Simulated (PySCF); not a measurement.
**Towards the basis-set limit for HI**

An exercise on one series of results from a longer session: the logs are not shown, and one member is left open.

Method: CCSD(T) on RHF, scalar-relativistic core potentials; program: PySCF 2.14.0.

2 further runs of the same task are left out: 2 set aside as unsound or not needed.

The first run:

```yaml
molecule: HI
state: singlet, unpaired electrons none
smaller_basis: H aug-cc-pVTZ, I aug-cc-pVTZ-PP with ECP28
larger_basis: H aug-cc-pVQZ, I aug-cc-pVQZ-PP with ECP28
frozen_core_orbitals: 9
extrapolation: correlation as n⁻³ (n = 3, 4), Hartree–Fock as (n+1)·exp(−9√n)
corrections: core–valence correlation
distances_Å: 1.4292, 1.4942, 1.5591, 1.6241, 1.6891, 1.7703, 1.8515
masses_u: 1.0078, 126.9045
dissociation_limit: H + I
```

Command:

```sh
> OMP_NUM_THREADS=4 python comp.py task.json out
```

Among the steps run: Coupled cluster at each distance.

One table of the session follows, with a row left open; its other results are not shown here.

It belongs to the step «Coupled cluster at each distance». Parts of the energy along the bond, in eV from H + I:

```
 R (Å)  HF/CBS  CCSD corr.      (T)  core–valence
1.4292  -1.853      -1.055  -0.0476       -0.0862
1.4942  -2.128      -1.071  -0.0508       -0.0664
1.5591  -2.254      -1.089  -0.0542       -0.0506
1.6241  -2.267      -1.109  -0.0579       -0.0380
1.6891  -2.197      -1.131  -0.0619       -0.0280
1.7703       ?           ?        ?             ?
1.8515  -1.782      -1.200  -0.0735       -0.0116
```

Q: Estimate the row for R (Å) = 1.7703 from the others.

Worked estimate for «HF/CBS». A straight line through the neighbours (1.6891, -2.197) and (1.8515, -1.782) gives -2.197 + (-1.782 + 2.197) × (1.7703 − 1.6891) / (1.8515 − 1.6891) = -1.990; a parabola fitted to 3 rows on both sides gives -2.032.

**Answer.** HF/CBS: -2.023; CCSD corr.: -1.163; (T): -0.0673; core–valence: -0.0185. In «HF/CBS» the line misses by +0.033 and the parabola by -0.009.
